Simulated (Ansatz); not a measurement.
# CH₇B₂NSi: how energies converge with the basis set

One table from this session's results is given with a row withheld; the runs are named, their logs left out.

Method: one geometry, several basis sets; program: Ansatz 0.2.0, Gaussian basis.

The runs, in order: PBE0-D4/def2-SVP; ωB97M-V/def2-SVP; PBE0-D4/def2-QZVPP; ωB97M-V/def2-QZVPP; the functionals' def2-TZVPP values are taken from earlier runs.

## The relaxed structure

All runs share one geometry, relaxed beforehand with PBE0-D4 in a triple-zeta def2 set.

SMILES `C[Si]1(N)BB1`, 12 atoms, charge 0, spin multiplicity 1.

Atoms are counted from 1 here; the program's logs count them from 0.

Bond lengths: C1–Si2 1.868 Å, C1–H6 1.094 Å, C1–H7 1.093 Å, C1–H8 1.088 Å, Si2–N3 1.696 Å, Si2–B4 2.090 Å, Si2–B5 2.001 Å, N3–H9 1.005 Å, N3–H10 1.006 Å, B4–B5 1.469 Å, B4–H11 1.182 Å, B5–H12 1.184 Å. Angles: Si2–C1–H6 109.5°, Si2–C1–H7 109.9°, Si2–C1–H8 111.8°, H6–C1–H7 108.0°, H6–C1–H8 108.6°, H7–C1–H8 108.9°, C1–Si2–N3 104.7°, C1–Si2–B4 105.8°, C1–Si2–B5 146.1°, N3–Si2–B4 148.8°, N3–Si2–B5 108.8°, B4–Si2–B5 42.0°, Si2–N3–H9 123.3°, Si2–N3–H10 123.1°, H9–N3–H10 113.6°, Si2–B4–B5 65.8°, Si2–B4–H11 105.5°, B5–B4–H11 168.4° and more.

Set-up of the first run:

File in.yaml:

```yaml
crystal:
  periodic: [false, false, false]
  atoms:
    - {symbol: C, position_ang: [-1.308324, -0.471180, 0.871927]}
    - {symbol: Si, position_ang: [0.184610, 0.066032, -0.113761]}
    - {symbol: N, position_ang: [1.351803, 0.460305, 1.052296]}
    - {symbol: B, position_ang: [-0.287673, -0.316891, -2.113030]}
    - {symbol: B, position_ang: [0.900539, 0.525536, -1.925366]}
    - {symbol: H, position_ang: [-1.636834, 0.350256, 1.515283]}
    - {symbol: H, position_ang: [-1.047524, -1.318750, 1.511678]}
    - {symbol: H, position_ang: [-2.136245, -0.759072, 0.227032]}
    - {symbol: H, position_ang: [2.270190, 0.797538, 0.822084]}
    - {symbol: H, position_ang: [1.175522, 0.416378, 2.041838]}
    - {symbol: H, position_ang: [-1.336623, -0.860171, -2.090620]}
    - {symbol: H, position_ang: [1.947458, 1.055017, -1.765262]}
basis:
  gaussian: {orbitals: def2-SVP}
hamiltonian: {xc: pbe0, dispersion: d4}
output: {orbitals: {seedname: orbitals}}
```

Among the steps run: PBE0-D4 in def2-SVP; ωB97M-V in def2-SVP; PBE0-D4 in def2-QZVPP; ωB97M-V in def2-QZVPP.

One of the session's tables, all rows but one given; the rest of the session is left out.

It belongs to the step «Density functionals: the series». 

```
functional       basis  HOMO (eV)
   PBE0-D4    def2-SVP      -5.87
   PBE0-D4  def2-TZVPP      -5.96
   PBE0-D4  def2-QZVPP      -5.98
   ωB97M-V    def2-SVP          ?
   ωB97M-V  def2-TZVPP      -7.95
   ωB97M-V  def2-QZVPP      -7.97
```

Estimate the missing values for ωB97M-V, def2-SVP.

The run gave: HOMO (eV): -7.83. In the column «HOMO (eV)» it lies between ωB97M-V, def2-TZVPP (-7.95) and PBE0-D4, def2-QZVPP (-5.98).
